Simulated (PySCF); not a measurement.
# C₃H₅F₃O: NMR shifts and spin-spin couplings

What NMR shifts and spin-spin couplings should C₃H₅F₃O (`CCOC(F)(F)F`) show?

Computed with PySCF 2.14.0, with density-fitted response routines of our own, on a single molecule in the gas phase. Atoms are numbered from 0 throughout.

### Step 1. Starting geometry

12 atoms, charge 0, multiplicity 1; geometry from: GFN2-xTB.

Bonds of the start (Å): C0–C1 1.52, C1–O2 1.45, O2–C3 1.31, C3–F4 1.35, C3–F5 1.35, C3–F6 1.33, C0–H7 1.09, C0–H8 1.09, C0–H9 1.09, C1–H10 1.10, C1–H11 1.10.

### Step 2. Nuclear shieldings: PBE0/pcSseg-1

The job: settings as JSON, then the geometry in Å.

```
{"job": {"kind": "nmr", "xc": "PBE0", "basis": "pcSseg-1"}, "charge": 0, "multiplicity": 1}
C      1.803929     0.060832    -0.185828
C      0.315912     0.059593    -0.474233
O     -0.373639    -0.087886     0.788341
C     -1.683767    -0.104983     0.718053
F     -2.219543     1.015932     0.190559
F     -2.179348    -1.107401    -0.037814
F     -2.201784    -0.244907     1.931199
H      2.091968    -0.870674     0.292134
H      2.351529     0.170462    -1.117138
H      2.054404     0.884283     0.476192
H      0.002171     1.000877    -0.938241
H      0.039366    -0.776813    -1.125123
```

Level: GIAO PBE0/pcSseg-1 NMR shielding, non-relativistic, gas phase.

The program printed:

```text
coarse grid: 10704 points
cycle   1  E = -491.3135848546  dE =  1.113e+00  |g| = 1.016e+00  |ddm| = 2.863e+00
cycle   2  E = -491.1663707894  dE =  1.472e-01  |g| = 1.446e+00  |ddm| = 1.089e+00
cycle   3  E = -491.4857402119  dE = -3.194e-01  |g| = 3.985e-02  |ddm| = 6.388e-01
cycle   4  E = -491.4859138921  dE = -1.737e-04  |g| = 2.589e-02  |ddm| = 3.621e-02
cycle   5  E = -491.4860469828  dE = -1.331e-04  |g| = 5.362e-03  |ddm| = 1.768e-02
cycle   6  E = -491.4860516948  dE = -4.712e-06  |g| = 1.536e-03  |ddm| = 3.170e-03
final grid: 106504 points
cycle   7  E = -491.5565799460  dE = -4.095e-05  |g| = 9.645e-03  |ddm| = 1.939e-02
cycle   8  E = -491.5565679009  dE =  1.205e-05  |g| = 1.290e-02  |ddm| = 1.143e-02
cycle   9  E = -491.5565971042  dE = -2.920e-05  |g| = 9.116e-04  |ddm| = 6.585e-03
cycle  10  E = -491.5565972605  dE = -1.563e-07  |g| = 2.621e-04  |ddm| = 7.383e-04
cycle  11  E = -491.5565972713  dE = -1.074e-08  |g| = 8.158e-05  |ddm| = 1.656e-04
cycle  12  E = -491.5565972722  dE = -8.764e-10  |g| = 1.855e-05  |ddm| = 4.449e-05
converged SCF energy = -491.5565972722

GIAO shielding tensors (ppm)
atom      isotropic    diamagn.    paramagn.     s11        s22        s33       span
  0 C      170.626     246.939     -76.313    156.159    170.095    185.625     29.466
  1 C      119.527     247.133    -127.606     86.431    102.704    169.445     83.014
  2 O      220.529     399.981    -179.453    181.981    190.422    289.183    107.202
  3 C       56.214     236.990    -180.776     47.063     50.504     71.075     24.012
  4 F      249.648     472.995    -223.347    155.199    227.679    366.067    210.869
  5 F      249.612     473.021    -223.410    155.183    227.687    365.966    210.783
  6 F      247.510     468.756    -221.247    174.712    210.728    357.089    182.377
  7 H       30.095      29.199       0.896     25.965     28.397     35.923      9.958
  8 H       30.549      28.250       2.299     26.511     27.522     37.615     11.104
  9 H       30.096      29.196       0.900     25.965     28.402     35.922      9.957
 10 H       27.468      31.007      -3.539     22.226     28.583     31.596      9.370
 11 H       27.468      31.012      -3.544     22.222     28.577     31.605      9.382
```

Run time: 11 s. Hardware: 1 thread, shared host.

The references, computed at this level on geometries of the same kind, shield at (ppm): 1H TMS 31.72, 13C TMS 186.9, 19F CFCl3 170.9, 17O H2O 336.1. Their shielding less the atom's gives the shift. The references are single molecules in the gas phase, so shifts against H2O, NH3, PH3, H3PO4 or CFCl3 are not on the usual liquid scales and can be off by tens of ppm. Atoms listed in one row are averaged.

```tsv
atoms	environment	σ (ppm)	δ (ppm)	δ scaled to CDCl3
C3	CF3 carbon	56.2	130.7	125.7
C1	sp3 CH2 bonded to O	119.5	67.4	63.9
C0	methyl carbon	170.6	16.3	14.0
H10, H11	hydrogen on an sp3 CH2 bonded to O	27.47	4.25	4.11
H7, H8, H9	hydrogen on a methyl carbon	30.25	1.47	1.49
O2	ether oxygen	220.5	115.6	–
F4, F5, F6	fluorine of an OCF3 group	248.9	-78.0	–
```

The scaled column applies a straight-line fit of computed shieldings to shifts measured in CDCl3, and one for carbons that bear F (root-mean-square error 0.16 ppm for H, 1.9 ppm for C).

Charges from the same density, by scheme (e):

```tsv
atoms	Mulliken	IAO	Hirshfeld	ESP fit
C0	-0.28	-0.42	-0.11	-0.41
C1	-0.03	-0.06	0.01	0.38
O2	-0.47	-0.36	-0.13	-0.38
C3	0.94	0.95	0.31	0.63
F4, F5, F6	-0.27	-0.29	-0.10	-0.20
```

Mayer bond orders: C0–C1 1.08, C1–O2 0.82, O2–C3 1.15, C3–F4 0.99, C3–F5 0.99, C3–F6 1.06.

### Step 3. Indirect couplings: B3LYP/pcJ-1

Same as in step 2 but for these lines:

```diff
@@ -1,2 +1,2 @@
-{"job": {"kind": "nmr", "xc": "PBE0", "basis": "pcSseg-1"}, "charge": 0, "multiplicity": 1}
+{"job": {"kind": "j", "xc": "B3LYP", "basis": "pcJ-1"}, "charge": 0, "multiplicity": 1}
 C      1.803929     0.060832    -0.185828
```

Method: B3LYP/pcJ-1 indirect spin-spin coupling, non-relativistic, gas phase.

The program printed:

```text
coarse grid: 10704 points
cycle   1  E = -491.8408846342  dE =  1.055e+00  |g| = 1.100e+00  |ddm| = 2.723e+00
cycle   2  E = -491.6148158607  dE =  2.261e-01  |g| = 1.683e+00  |ddm| = 1.207e+00
cycle   3  E = -492.0343882685  dE = -4.196e-01  |g| = 5.111e-02  |ddm| = 7.262e-01
cycle   4  E = -492.0346223124  dE = -2.340e-04  |g| = 3.682e-02  |ddm| = 4.788e-02
cycle   5  E = -492.0348898127  dE = -2.675e-04  |g| = 7.888e-03  |ddm| = 2.358e-02
cycle   6  E = -492.0348989064  dE = -9.094e-06  |g| = 2.745e-03  |ddm| = 5.048e-03
final grid: 106504 points
cycle   7  E = -492.1054019299  dE = -2.044e-04  |g| = 8.164e-03  |ddm| = 1.737e-02
cycle   8  E = -492.1053920758  dE =  9.854e-06  |g| = 1.099e-02  |ddm| = 9.108e-03
cycle   9  E = -492.1054119305  dE = -1.985e-05  |g| = 9.713e-04  |ddm| = 5.666e-03
cycle  10  E = -492.1054120032  dE = -7.264e-08  |g| = 6.744e-04  |ddm| = 8.657e-04
cycle  11  E = -492.1054120812  dE = -7.805e-08  |g| = 6.043e-05  |ddm| = 3.813e-04
cycle  12  E = -492.1054120817  dE = -4.696e-10  |g| = 2.551e-05  |ddm| = 3.949e-05
converged SCF energy = -492.1054120817

Indirect spin-spin couplings (Hz)
  i      j    bonds     total        FC       PSO       DSO        SD
  0 C    1 C    1     39.121    39.684    -0.768     0.206         -
  0 C    2 O    2     -9.483    -9.541     0.089    -0.031         -
  0 C    3 C    3      5.004     4.963     0.096    -0.054         -
  0 C    4 F    4     -0.195    -0.152     0.226    -0.212    -0.058
  0 C    5 F    4     -0.202    -0.160     0.228    -0.212    -0.058
  0 C    6 F    4     -0.279    -0.501     0.357    -0.261     0.126
  0 C    7 H    1    136.114   134.400     1.059     0.655         -
  0 C    8 H    1    132.192   130.364     1.212     0.617         -
  0 C    9 H    1    136.073   134.358     1.060     0.655         -
  0 C   10 H    2     -2.398    -2.310     0.078    -0.166         -
  0 C   11 H    2     -2.385    -2.297     0.078    -0.166         -
  1 C    2 O    1     21.463    23.273    -1.648    -0.163         -
  1 C    3 C    2     -1.220    -1.098    -0.187     0.064         -
  1 C    4 F    3      3.609     4.345    -0.685     0.068    -0.119
  1 C    5 F    3      3.638     4.375    -0.689     0.069    -0.116
  1 C    6 F    3      0.960    -0.359     0.665    -0.461     1.115
  1 C    7 H    2     -6.905    -6.778    -0.027    -0.099         -
  1 C    8 H    2      3.098     3.061     0.120    -0.084         -
  1 C    9 H    2     -6.912    -6.785    -0.028    -0.099         -
  1 C   10 H    1    153.259   152.457    -0.267     1.069         -
  1 C   11 H    1    153.304   152.503    -0.267     1.068         -
  2 O    3 C    1     20.105    14.717     5.652    -0.264         -
  2 O    4 F    2      4.994    -0.105     8.825     0.030    -3.756
  2 O    5 F    2      5.043    -0.081     8.848     0.030    -3.755
  2 O    6 F    2    -43.615   -51.576     8.561    -0.028    -0.571
  2 O    7 H    3     -2.254    -2.125    -0.009    -0.121         -
  2 O    8 H    3    -16.097   -16.107    -0.185     0.195         -
  2 O    9 H    3     -2.251    -2.122    -0.008    -0.120         -
  2 O   10 H    2     -2.574    -2.024    -0.546    -0.004         -
  2 O   11 H    2     -2.597    -2.048    -0.544    -0.005         -
  3 C    4 F    1   -331.272  -305.273   -35.799     1.618     8.181
  3 C    5 F    1   -331.288  -305.295   -35.795     1.619     8.183
  3 C    6 F    1   -312.543  -280.911   -40.368     1.599     7.136
  3 C    7 H    4     -0.155    -0.201     0.211    -0.165         -
  3 C    8 H    4      2.274     2.252     0.290    -0.268         -
  3 C    9 H    4     -0.155    -0.201     0.210    -0.164         -
  3 C   10 H    3      0.777     0.871    -0.346     0.251         -
  3 C   11 H    3      0.749     0.844    -0.344     0.249         -
  4 F    5 F    2      1.503    70.941  -110.498    -0.126    41.186
  4 F    6 F    2     28.556    58.884   -69.637    -0.295    39.605
  4 F    7 H    5      1.334     1.375     1.087    -1.149     0.021
  4 F    9 H    5     -0.240    -0.074     0.366    -0.457    -0.075
  4 F   10 H    4      0.273     0.210    -1.096     1.561    -0.402
  4 F   11 H    4      1.482     1.163     1.091    -0.468    -0.304
  5 F    6 F    2     29.038    59.126   -69.427    -0.296    39.635
  5 F    7 H    5     -0.239    -0.073     0.372    -0.464    -0.074
  5 F    9 H    5      1.335     1.375     1.089    -1.149     0.021
  5 F   10 H    4      1.483     1.164     1.079    -0.456    -0.303
  5 F   11 H    4      0.277     0.218    -1.099     1.558    -0.400
  6 F    7 H    5      0.203     0.250     0.648    -0.677    -0.018
  6 F    8 H    5      2.424     2.385     1.188    -1.217     0.068
  6 F    9 H    5      0.204     0.250     0.649    -0.677    -0.018
  6 F   10 H    4     -0.410     0.160     1.162    -1.621    -0.111
  6 F   11 H    4     -0.405     0.159     1.165    -1.618    -0.111
  7 H    8 H    2    -14.217   -14.307     2.871    -2.781         -
  7 H    9 H    2    -12.791   -12.894     2.714    -2.612         -
  7 H   10 H    3     15.157    15.266     2.644    -2.753         -
  7 H   11 H    3      5.396     5.469     0.203    -0.277         -
  8 H    9 H    2    -14.235   -14.325     2.869    -2.779         -
  8 H   10 H    3      2.161     2.221     0.292    -0.352         -
  8 H   11 H    3      2.159     2.219     0.294    -0.354         -
  9 H   10 H    3      5.404     5.478     0.200    -0.273         -
  9 H   11 H    3     15.161    15.270     2.644    -2.753         -
 10 H   11 H    2     -8.765    -8.908     1.871    -1.728         -
```

Wall time 33 s (1 thread, shared host).

Couplings of 1 Hz or more, nine at most for each number of bonds, with means over like pairs (isotopes 13C, 19F, 1H, 17O):

```tsv
pair	bonds	J (Hz)	Fermi contact (Hz)	dihedral (°)
C3–F4	1	-325.0	-297.2	–
C1–H10	1	153.3	152.5	–
C0–H7	1	134.8	133.0	–
C0–C1	1	39.1	39.7	–
C1–O2	1	21.5	23.3	–
O2–C3	1	20.1	14.7	–
F4–F5	2	19.7	63.0	–
H7–H8	2	-13.7	-13.8	–
O2–F4	2	-11.2	-17.3	–
C0–O2	2	-9.5	-9.5	–
H10–H11	2	-8.8	-8.9	–
C1–H7	2	-3.6	-3.5	–
O2–H10	2	-2.6	-2.0	–
C0–H10	2	-2.4	-2.3	–
C1–C3	2	-1.2	-1.1	–
H7–H10	3	7.6	7.7	–
O2–H7	3	-6.9	-6.8	–
C0–C3	3	5.0	5.0	180
C1–F4	3	2.7	2.8	–
```

The spin-dipole term was solved for some atoms only; pairs without it lack that part.

The response was solved for the nuclei of C, F, H alone, so couplings that need other nuclei can be missing.

Quadrupole couplings from the field gradients of the same density:

```tsv
atom	isotope	eQq/h (MHz)	η
O2	17O	-11.3	0.88
```

Shifts (PBE0/pcSseg-1, scaled to CDCl3) and these couplings together give the proton spectrum at 400 MHz below. H–H couplings in it are scaled by factors fitted to measured ones, so they differ from the table.

1H NMR δ 4.11 (q, J = 6.9 Hz, 2H), 1.49 (t, J = 6.9 Hz, 3H). The letters are first-order; like nuclei with unlike couplings give more lines.

### Step 4. Summary of results

| quantity | value |
| --- | --- |
| 13C shifts against TMS (PBE0/pcSseg-1) | 130.7, 67.4, 16.3 ppm |
| 1H shifts against TMS (PBE0/pcSseg-1, means over atoms taken as alike) | 4.25, 1.47 ppm |
| 17O shifts against H2O (PBE0/pcSseg-1) | 115.6 ppm |
| 19F shifts against CFCl3 (PBE0/pcSseg-1, means over atoms taken as alike) | -78.0 ppm |
| largest coupling of the table (B3LYP/pcJ-1) | 1J(C,F) C3–F4, -325.0 Hz |

In words: H10, H11 (mean) (hydrogen on an sp3 CH2 bonded to O) lies farthest downfield among hydrogen, at 4.25 ppm; its carbon carries O, an electronegative neighbour. At PBE0/pcSseg-1: Shielding is most anisotropic at F4, F5, F6 (span 201 ppm, paramagnetic term -223 ppm). Of the pairs tabulated at B3LYP/pcJ-1, C3–F4 (mean over like pairs) couples most strongly (-325.0 Hz; Fermi contact -297.2 Hz). Couplings across rotatable bonds belong to this one conformer; where others are populated, the observed values are averages. Density functionals describe couplings to fluorine poorly, F–F couplings above all, so those rows are rough.
